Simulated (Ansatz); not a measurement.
# Bi (bcc bismuth): the cost of one run

Program: Ansatz 0.2.0. Level of theory: DFT r2SCAN, scalar-relativistic, plane waves, PAW. These are calculated values, not measurements.

### 1 The starting structure

It takes space group Im-3m (No. 229, cubic). The conventional cell has a = 3.800 Å, b = 3.800 Å, c = 3.800 Å, α = 90.00°, β = 90.00°, γ = 90.00°. Around Bi (site symmetry m-3m) lie 8 Bi at 3.29 Å.

Structure file:

```
Bi
1.0
    -1.90000    1.90000    1.90000
     1.90000   -1.90000    1.90000
     1.90000    1.90000   -1.90000
Bi
1
Cartesian
  0.0000 0.0000 0.0000
```

### 2 Cell and atoms relaxed at 10.07 GPa

input.yaml reads:

```yaml
crystal:
  lattice:
    - [-1.9, 1.9, 1.9]
    - [1.9, -1.9, 1.9]
    - [1.9, 1.9, -1.9]
  atoms:
    - { symbol: Bi, position: [0.0, 0.0, 0.0] }
scf:
  occupations: { method: gaussian, width: 0.05 }
output:
  forces: true
  stress: true
  eigenvalues: true
  write_density: true
  write_potential: true
  elf: true
  volumetric_format: npy
hamiltonian:
  xc: r2scan
basis:
  ecutwfc: 460
kpoints:
  mp_grid: { grid: [20, 20, 20] }
relax:
  f_tol: 0.01
  max_steps: 60
  cell: { stress_tol: 0.05, p_target: 10.07 }
```

The run is started by

```
> ansatz run input.yaml --threads 8 --pin off --max-ram 24576MiB --backend cpu --events-out ev --progress --plain --runs-dir out
```

Q: Estimate wall time and peak memory on 8 threads of Intel Xeon Platinum 8488C (Sapphire Rapids), shared host.

About 3.9 s, with a peak of 0.56 GiB.
